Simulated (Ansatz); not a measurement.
# CH4GeS: relaxed scan of one distance, by script

Program: the Python package of Ansatz 0.2.0. Level of theory: PBE0/def2-SVP. These are calculated values, not measurements.

## (1) The system

Bond lengths: C1–Ge2 1.885 Å, Ge2–S3 2.206 Å, C1–H4 1.067 Å, C1–H5 1.127 Å, C1–H6 1.170 Å, S3–H7 1.450 Å. Angles: C1–Ge2–S3 107.7°, Ge2–C1–H4 111.9°, Ge2–C1–H5 113.1°, Ge2–C1–H6 110.8°, H4–C1–H5 106.2°, H4–C1–H6 109.3°, H5–C1–H6 105.2°, Ge2–S3–H7 92.5°.

The script holds or builds the structure itself.

## (2) The script

Contents of relaxed_scan.py:

```python
"""One bond of CH4GeS held at set lengths while the rest relaxes."""

import ansatz as az
import numpy as np

geometry_ang = [
    ("C", [-0.8846, 0.6674, -0.2713]),
    ("Ge", [0.2801, -0.1525, 0.964]),
    ("S", [1.6881, -1.4109, -0.1767]),
    ("H", [-1.4124, -0.0509, -0.8571]),
    ("H", [-0.3517, 1.3386, -1.0035]),
    ("H", [-1.6522, 1.3597, 0.2765]),
    ("H", [2.3939, -1.8193, 1.0224]),
]
geometry = az.Crystal.molecule()
for symbol, xyz in geometry_ang:
    geometry = geometry.atom(symbol, xyz)

base = geometry.calculation()
base = base.basis(gaussian="def2-SVP").functional("pbe0")
symbols = [site.symbol for site in geometry.cartesian_sites]
pairs = [(0, 1), (0, 3), (0, 4), (0, 5), (1, 2), (2, 6)]
print("held (A)   E (eV)        ", "  ".join(f"{symbols[i]}{i}-{symbols[j]}{j}" for i, j in pairs))
for length in [1.73, 1.89, 2.04, 2.26, 2.55]:
    rep = base.relax(constraints=[az.DistanceConstraint((0, 1), at=length)], force_tolerance=0.02, max_steps=60).run(threads=1).report
    xyz = np.array(rep["positions_ang"])
    print(f"{length:6.2f} {rep['free_energy_ev']:14.5f}  ", "  ".join(f"{np.linalg.norm(xyz[i] - xyz[j]):.3f}" for i, j in pairs))
```

## (3) The input behind the calls

The engine receives this input (first run):

```yaml
crystal:
  periodic: [false, false, false]
  atoms:
    - { symbol: C, position_ang: [-0.8846, 0.6674, -0.2713] }
    - { symbol: Ge, position_ang: [0.2801, -0.1525, 0.964] }
    - { symbol: S, position_ang: [1.6881, -1.4109, -0.1767] }
    - { symbol: H, position_ang: [-1.4124, -0.0509, -0.8571] }
    - { symbol: H, position_ang: [-0.3517, 1.3386, -1.0035] }
    - { symbol: H, position_ang: [-1.6522, 1.3597, 0.2765] }
    - { symbol: H, position_ang: [2.3939, -1.8193, 1.0224] }
basis:
  gaussian:
    orbitals: def2-SVP
hamiltonian:
  xc: pbe0
relax:
  f_tol: 0.02
  max_steps: 60
  constraints:
    - { distance: [0, 1], at: 1.73 }
```

## (4) Launch

Run with:

```sh
$ python relaxed_scan.py
```

**Question.** How long does this script take on 1 thread of Intel Xeon 6975P-C (Granite Rapids), shared host, and how much memory does it need?

About 98 s, with a peak of 0.25 GiB.
